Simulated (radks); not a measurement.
# Ionisation energy and size from Ni⁺ to Kr⁺

An exercise on one series of results from a longer session: the logs are not shown, and one member is left open.

Program: radks (a radial shooting solver on a logarithmic mesh, Libxc functionals) version 1. Level of theory: scalar-relativistic Kohn-Sham, PBE, spin-polarised, spherical densities, point nucleus; open shells are filled with parallel spins first. These are calculated values, not measurements, unless marked.

### What is computed

```
species : Ni⁺, Cu⁺, Zn⁺, Ga⁺, Ge⁺, As⁺, Se⁺, Br⁺, Kr⁺
runs    : 18, each species and its next ion
```

The first run:

Settings of this run:

```text
Z 28
configuration [Ar] 3d9
relativity scalar-relativistic
functional pbe,pbe
spin polarised
nucleus point
c 137.035999084
```

The run is started by

```console
> python run_ks.py task.json out
```

The same process makes all the runs of this session.

Steps of the session up to this table: Ni⁺, [Ar] 3d9; Ni²⁺, [Ar] 3d8; Cu⁺, [Ar] 3d10; Cu²⁺, [Ar] 3d9; Zn⁺, [Ar] 3d10 4s1; Zn²⁺, [Ar] 3d10; Ga⁺, [Ar] 3d10 4s2; Ga²⁺, [Ar] 3d10 4s1; Ge⁺, [Ar] 3d10 4s2 4p1; Ge²⁺, [Ar] 3d10 4s2; As⁺, [Ar] 3d10 4s2 4p2; As²⁺, [Ar] 3d10 4s2 4p1; Se⁺, [Ar] 3d10 4s2 4p3; Se²⁺, [Ar] 3d10 4s2 4p2; Br⁺, [Ar] 3d10 4s2 4p4; Br²⁺, [Ar] 3d10 4s2 4p3; Kr⁺, [Ar] 3d10 4s2 4p5; Kr²⁺, [Ar] 3d10 4s2 4p4.

One of the session's tables, all rows but one given; the rest of the session is left out.

```
species  Δ-SCF (eV)  −ε(HOMO) (eV)  its <r> (bohr)
    Ni⁺      19.559         12.478            1.08
    Cu⁺      21.070         13.659            1.01
    Zn⁺           ?              ?               ?
    Ga⁺      20.791         16.332            2.22
    Ge⁺      15.687         11.671            2.54
    As⁺      18.572         14.079            2.29
    Se⁺      21.313         16.404            2.10
    Br⁺      21.250         16.421            1.98
    Kr⁺      24.377         19.080            1.83
```

Q: Estimate the row for Zn⁺ from the others.

**Answer.** Δ-SCF (eV): 18.735; −ε(HOMO) (eV): 14.521; its <r> (bohr): 2.39. In the column «Δ-SCF (eV)» it lies between As⁺ (18.572) and Ni⁺ (19.559).

Open shells are spherical and high-spin; term and fine-structure splittings are not resolved.
